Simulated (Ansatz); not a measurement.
What does this script print? It uses Ansatz 0.2.0, Python API.

The script, `lazn_hull.py`:
```python
"""Convex hull of a few La-Zn phases, after relaxing cells and atoms."""

from collections import Counter
import warnings

import ansatz as az
import numpy as np

PHASES = {
    "LaZn Pm-3m": (
        [(3.75, 0.0, 0.0), (0.0, 3.75, 0.0), (0.0, 0.0, 3.75)],
        [
            ("La", (0.5, 0.5, 0.5)),
            ("Zn", (0.0, 0.0, 0.0)),
        ],
    ),
    "La3Zn Pm-3m": (
        [(4.96366, 0.0, 0.0), (0.0, 4.96366, 0.0), (0.0, 0.0, 4.96366)],
        [
            ("La", (0.0, 0.5, 0.5)),
            ("La", (0.5, 0.0, 0.5)),
            ("La", (0.5, 0.5, 0.0)),
            ("Zn", (0.0, 0.0, 0.0)),
        ],
    ),
    "La": (
        [(3.77, 0.0, 0.0), (-1.885, 3.26492, 0.0), (0.0, 0.0, 12.159)],
        [
            ("La", (0.0, 0.0, 0.0)),
            ("La", (0.0, 0.0, 0.5)),
            ("La", (1 / 3, 2 / 3, 0.75)),
            ("La", (2 / 3, 1 / 3, 0.25)),
        ],
    ),
    "Zn": (
        [(2.67, 0.0, 0.0), (-1.335, 2.31229, 0.0), (0.0, 0.0, 4.966)],
        [
            ("Zn", (1 / 3, 2 / 3, 0.25)),
            ("Zn", (2 / 3, 1 / 3, 0.75)),
        ],
    ),
}


def build(vectors, sites):
    crystal = az.Crystal(lattice=az.Lattice.of(vectors))
    for symbol, position in sites:
        crystal = crystal.atom(symbol, position)
    return crystal


def run_phase(name, crystal):
    calc = (
        crystal.calculation()
        .functional(az.Functional.LDA)
        .basis(520)
        .kpoints(spacing=0.3)
        .occupations("fermi_dirac", width=0.1)
    )
    calc = calc.relax(force_tolerance=0.01, cell=True)
    return calc.run(threads=1)


def counts(outcome):
    return Counter(site.symbol for site in outcome.lattice.sites)

def formation_energy(outcome, mu):
    n = counts(outcome)
    return (outcome.report["energy_sigma0_ev"] - sum(k * mu[element] for element, k in n.items())) / sum(n.values())


def main() -> None:
    warnings.simplefilter("ignore", az.DeckWarning)

    phases = {name: build(*cell) for name, cell in PHASES.items()}

    done = {}
    for name, crystal in phases.items():
        done[name] = run_phase(name, crystal)
        print(f"{name}: {done[name].report['energy_sigma0_ev']:.4f} eV, {len(done[name].lattice.sites)} atoms")

    # chemical potentials of the elements at zero temperature
    references = {"La": "La", "Zn": "Zn"}
    mu = {element: done[name].report["energy_sigma0_ev"] / len(done[name].lattice.sites) for element, name in references.items()}
    points = sorted((counts(o)["Zn"] / len(o.lattice.sites), formation_energy(o, mu), name) for name, o in done.items())

    # walk in x and drop points that lie above the chord
    hull = []
    for x, e, _ in points:
        while len(hull) > 1 and (hull[-1][0] - hull[-2][0]) * (e - hull[-2][1]) - (hull[-1][1] - hull[-2][1]) * (x - hull[-2][0]) <= 0:
            hull.pop()
        hull.append((x, e))
    rows = [(name, x, e, e - np.interp(x, *zip(*hull))) for x, e, name in points]
    print("     phase       x(Zn)  E_form (eV/atom)  above hull (eV/atom)")
    for row in rows:
        print(f"{str(row[0]):>10}  {row[1]:10.3f}  {row[2]:16.4f}  {row[3]:20.4f}")
    print("on the hull of these phases:", ", ".join(row[0] for row in rows if row[3] < 1e-6))


if __name__ == "__main__":
    main()
```

`python lazn_hull.py` gives:
```text
LaZn Pm-3m: -9322.9374 eV, 2 atoms
La3Zn Pm-3m: -21474.9687 eV, 4 atoms
La: -24304.6407 eV, 4 atoms
Zn: -6492.5308 eV, 2 atoms
     phase       x(Zn)  E_form (eV/atom)  above hull (eV/atom)
        La       0.000            0.0000                0.0000
La3Zn Pm-3m       0.250           -0.0557                0.0723
LaZn Pm-3m       0.500           -0.2559                0.0000
        Zn       1.000            0.0000                0.0000
on the hull of these phases: La, LaZn Pm-3m, Zn
```

Caveats:
- Total energies depend on the potentials; only differences at equal settings carry meaning.
- For the metals among these phases the mesh is modest: differences between phases can be off by up to 40 meV an atom.
- The cells come from databases of deposited and of computed structures, and not all need be stable phases.
- Differences under about 40 meV an atom lie within the error of mesh and functional, so such verdicts may flip; only the cells listed enter the hull.
- Run time: 59 s on 1 thread of Arm Neoverse V1 (shared host), peak memory 0.51 GiB.

(Lines on the test bed's own set-up are left out of the output.)
